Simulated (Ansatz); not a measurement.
# F4Hf: the cost of one run

Program: Ansatz 0.2.0, Gaussian basis. Level of theory: PBE0-D4/def2-TZVP structures, single points in def2-TZVPP, no counterpoise correction. These are calculated values, not measurements.

Levels: SPW92, PBE-D4, BLYP-D4, r2SCAN-D4, B97M-V, PBE0-D4, B3LYP-D4, r2SCAN0-D4, BHLYP-D4, CAM-B3LYP-D4, wB97X-V, wB97M-V, B2PLYP, PBE-QIDH, RPA on PBE, Hartree-Fock, MP2, CCSD, CCSD(T).

Correlated methods freeze the cores. Core potentials replace the inner electrons past krypton, and spin-orbit coupling is left out. B3LYP uses VWN-RPA correlation. B2PLYP carries no dispersion term here.

88 further runs of the same task are left out: 88 set aside as unsound or not needed. Runs told in other sessions of the task aren't counted.

## (1) Where the work starts

The complex: 7 atoms, charge 0, spin multiplicity 1.

Atoms are counted from 1 here; the program's logs count them from 0.

Bond lengths: Hf1–F2 1.920 Å, Hf1–F3 1.895 Å, Hf1–F4 1.903 Å, Hf1–F5 1.902 Å, Hf1–Cl7 3.023 Å, H6–Cl7 1.285 Å. Angles: F2–Hf1–F3 103.2°, F2–Hf1–F4 115.2°, F2–Hf1–F5 115.1°, F2–Hf1–Cl7 71.6°, F3–Hf1–F4 103.9°, F3–Hf1–F5 103.9°, F3–Hf1–Cl7 174.8°, F4–Hf1–F5 113.5°, F4–Hf1–Cl7 78.7°, F5–Hf1–Cl7 78.8°, Hf1–Cl7–H6 88.6°.

Coordinates:

```xyz
7
ClF4HHf
Hf   -0.44125   -0.66655    0.09146
F     1.42080   -0.73464   -0.36971
F    -0.93588   -2.49385    0.16768
F    -1.58122    0.05978   -1.24743
F    -0.81647   -0.01809    1.84021
H     1.75581    1.68781   -0.38498
Cl    0.59822    2.16554   -0.09723
```

Its parts: HfF4 holds atoms 1, 2, 3, 4, 5; HCl holds atoms 6, 7. Each part counts its atoms afresh in its own runs.

## (2) Relaxing HfF4 alone

Contents of relax-a/in.yaml:

```yaml
crystal:
  periodic: [false, false, false]
  atoms:
    - {symbol: Hf, position_ang: [-0.441247, -0.666553, 0.091457]}
    - {symbol: F, position_ang: [1.420796, -0.734639, -0.369708]}
    - {symbol: F, position_ang: [-0.935878, -2.493850, 0.167679]}
    - {symbol: F, position_ang: [-1.581220, 0.059779, -1.247425]}
    - {symbol: F, position_ang: [-0.816473, -0.018089, 1.840212]}
basis:
  gaussian: {orbitals: def2-TZVP}
hamiltonian: {xc: pbe0, dispersion: d4}
relax: {f_tol: 0.005, max_steps: 200}
```

Launch:

```console
> ansatz run in.yaml --threads 8 --pin off --events-out ev --progress --plain --max-ram 19148MiB
```

**Question.** How long does this run take on 8 threads of Arm Neoverse V1, shared host?

About 6 s.
